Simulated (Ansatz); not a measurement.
# CH2BF3: one species, many methods

Aim: compute CH2BF3 with functionals from several rungs and with coupled cluster, and see how far each lands from CCSD(T) at the basis-set limit for the atomisation energy.

Method: functionals in def2-TZVPP, the program's frozen cores in correlated methods; program: Ansatz 0.2.0, Gaussian basis.

The runs, in order: LDA (SPW92), PBE-D4, revPBE-D4, BLYP-D4, r2SCAN-D4, B97M-V, PBE0-D4, B3LYP-D4, r2SCANh-D4, r2SCAN0-D4, HSE06-D4, BHLYP-D4, CAM-B3LYP-D4, LC-ωPBE, ωB97X-V, ωB97M-V, B2PLYP, PBE-QIDH; CCSD(T)/def2-SVP; CCSD(T)/def2-TZVPP; MP2/def2-QZVPP; extrapolation to the limit; RPA on PBE.

### Step 1. Structure used throughout

An earlier PBE0-D4 in a triple-zeta def2 set relaxation fixed the geometry.

SMILES `BC(F)(F)F`, 7 atoms, charge 0, spin multiplicity 1.

Atoms are counted from 1 here; the program's logs count them from 0.

Bond lengths: B1–C2 1.596 Å, B1–H6 1.188 Å, B1–H7 1.188 Å, C2–F3 1.340 Å, C2–F4 1.340 Å, C2–F5 1.356 Å. Angles: C2–B1–H6 118.4°, C2–B1–H7 118.3°, H6–B1–H7 123.2°, B1–C2–F3 114.9°, B1–C2–F4 114.9°, B1–C2–F5 105.4°, F3–C2–F4 106.7°, F3–C2–F5 107.2°, F4–C2–F5 107.2°.

### Step 2. LDA

This LDA is Slater exchange with PW92 correlation.

The input, in.yaml:

```yaml
crystal:
  periodic: [false, false, false]
  atoms:
    - {symbol: B, position_ang: [-0.645984, 0.517856, -0.478698]}
    - {symbol: C, position_ang: [0.401492, -0.396891, 0.305259]}
    - {symbol: F, position_ang: [0.019851, -0.762651, 1.536906]}
    - {symbol: F, position_ang: [0.761008, -1.518097, -0.335098]}
    - {symbol: F, position_ang: [1.515885, 0.364160, 0.439373]}
    - {symbol: H, position_ang: [-1.356419, 1.230530, 0.153125]}
    - {symbol: H, position_ang: [-0.634633, 0.497094, -1.666668]}
basis:
  gaussian: {orbitals: def2-TZVPP}
hamiltonian: {xc: lda}
output: {orbitals: {seedname: orbitals}}
```

The runs that follow: PBE-D4 (GGA); revPBE-D4 (GGA); BLYP-D4 (GGA); r2SCAN-D4 (meta-GGA); B97M-V (meta-GGA); PBE0-D4 (hybrid); B3LYP-D4 (hybrid); r2SCANh-D4 (hybrid); r2SCAN0-D4 (hybrid); HSE06-D4 (hybrid); BHLYP-D4 (hybrid); CAM-B3LYP-D4 (range-separated); LC-ωPBE-D4 (range-separated); ωB97X-V (range-separated); ωB97M-V (range-separated); B2PLYP (double hybrid); PBE-QIDH (double hybrid); CCSD(T) in def2-SVP; CCSD(T) in def2-TZVPP; MP2 in def2-QZVPP; RPA on PBE orbitals.

**Question.** What will the summary of the whole plan be? Wanted: atomisation energy, CCSD(T)/CBS; farthest beyond LDA; mean size of error, GGA; mean size of error, meta-GGA; mean size of error, hybrid; mean size of error, range-separated; mean size of error, double hybrid; gap, smallest and largest; T1 diagnostic.

The runs gave:

| quantity | value |
| --- | --- |
| atomisation energy, CCSD(T)/CBS | 26.932 eV |
| functionals within 0.135 eV (0.5 %) | B97M-V, B3LYP-D4, r2SCANh-D4, B2PLYP, PBE-QIDH |
| farthest beyond LDA | BHLYP-D4 (-1.177 eV) |
| mean size of error, GGA | 0.539 eV |
| mean size of error, meta-GGA | 0.250 eV |
| mean size of error, hybrid | 0.366 eV |
| mean size of error, range-separated | 0.330 eV |
| mean size of error, double hybrid | 0.086 eV |
| gap, smallest and largest | 4.46 eV (LDA (SPW92)), 12.64 eV (LC-ωPBE) |
| T1 diagnostic | 0.0125 |
| triples share of the correlation energy | 3.0 % |

The LDA atomisation energy is off by 5.392 eV (20 %): it overbinds. PBE-D4 is off by +1.177 eV. Double hybrids carry the basis error of their MP2 part in triple zeta, and no dispersion term here, so their miss is partly the set-up's. Taken by rung, double hybrid functionals do best (0.086 eV on average) and GGA ones worst beyond LDA (0.539 eV). The reference freezes the cores and leaves out relativity and excitations past (T), so misses under about 0.135 eV can't be ranked. Hartree-Fock recovers 72 % of the binding; the rest is correlation. CCSD(T) in def2-SVP is off by -1.193 eV, so the small basis spoils what the method gains. The gap grows from 4.5 to 12.6 eV across the functionals, mostly with the share of exact exchange.
